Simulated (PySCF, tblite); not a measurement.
**C4H9BN2Si: geometry, infrared bands and NMR shifts**

Wanted: the infrared bands and NMR shifts of C4H9BN2Si (`BN1C[C@H](C#C)N[SiH2]1`), by calculation.

Programs: tblite 0.8.0 and PySCF 2.14.0, with density-fitted response routines of our own. Each step states its level of theory. These are calculated values for one molecule in the gas phase, unless marked as measured. Atoms count from 0, in the outputs and in this text.

### 1 The starting structure

17 atoms, charge 0, multiplicity 1; geometry from: force field or distance geometry start.

Bonds of the start (Å): B0–N1 1.51, N1–C2 1.49, C2–C3 1.49, C3–C4 1.47, C4–C5 1.21, C3–N6 1.45, N6–Si7 1.80, Si7–N1 1.82, B0–H8 1.21, B0–H9 1.20, C2–H10 1.11, C2–H11 1.12, C3–H12 1.10, C5–H13 1.07, N6–H14 1.02, Si7–H15 1.47, Si7–H16 1.47.

### 2 Relaxing the molecule with GFN2-xTB

Job settings and geometry (Å):

```
{"job": {"kind": "relax", "xc": "GFN2-xTB", "basis": "xTB"}, "charge": 0, "multiplicity": 1}
B     -2.127600    -0.444600    -1.429200
N     -1.206100     0.580400    -0.816500
C      0.212900     0.132200    -0.819100
C      0.978300     1.066600     0.047300
C      2.280300     0.451800     0.346200
C      3.356700    -0.043300     0.591200
N      0.307200     1.161000     1.331600
Si    -1.364500     0.585000     1.001400
H     -3.178900    -0.573900    -0.852800
H     -2.263600    -0.400400    -2.618200
H      0.605900     0.079200    -1.858400
H      0.191100    -0.870200    -0.327700
H      1.085800     2.041200    -0.452500
H      4.312900    -0.467800     0.802000
H      0.752200     0.626300     2.082000
H     -2.391900     1.525500     1.464900
H     -1.558000    -0.787500     1.497900
```

On the command line:

```
$ OMP_NUM_THREADS=1 python probes_run.py task.json out
```

The driver reads the jobs from task.json and runs them one after another.

**Question.** This job is followed by: GFN2-xTB harmonic vibrations, gas phase; GIAO PBE0/pcSseg-1 NMR shielding, non-relativistic, gas phase. Predict these results of the whole session: strongest single infrared mode (GFN2-xTB); zero-point energy (GFN2-xTB); ¹³C shifts against TMS (PBE0/pcSseg-1); ¹H shifts against TMS (PBE0/pcSseg-1, means over atoms taken as alike); ¹¹B shifts against BF3·OEt2 (PBE0/pcSseg-1); ¹⁵N shifts against NH3 (PBE0/pcSseg-1); ²⁹Si shifts against TMS (PBE0/pcSseg-1).

**Answer**, as computed:

```
                                                              quantity                                               value
                             strongest single infrared mode (GFN2-xTB)                               2227 cm⁻¹, 473 km/mol
                                          zero-point energy (GFN2-xTB)                                       77.4 kcal/mol
                                ¹³C shifts against TMS (PBE0/pcSseg-1)                          89.9, 78.7, 63.3, 49.0 ppm
¹H shifts against TMS (PBE0/pcSseg-1, means over atoms taken as alike)  5.45, 5.39, 5.16, 4.40, 3.94, 3.87, 1.80, 0.42 ppm
                           ¹¹B shifts against BF3·OEt2 (PBE0/pcSseg-1)                                            40.8 ppm
                                ¹⁵N shifts against NH3 (PBE0/pcSseg-1)                                     143.9, 40.0 ppm
                               ²⁹Si shifts against TMS (PBE0/pcSseg-1)                                           -21.9 ppm
```

What this shows: Over 96 steps the energy fell by 1.930 eV; of the close pairs, B0–N1 changed most, 1.508 to 1.388 Å. No mode is imaginary among the 45: a minimum at this level. The strongest single mode, at 2227 cm⁻¹, moves mainly H15 and H16. Unscaled tight-binding wavenumbers are off by several per cent, some by more. Its intensities can rank the bands wrongly. At PBE0/pcSseg-1: Shielding is most anisotropic at C4 (span 305 ppm, paramagnetic term -162 ppm).
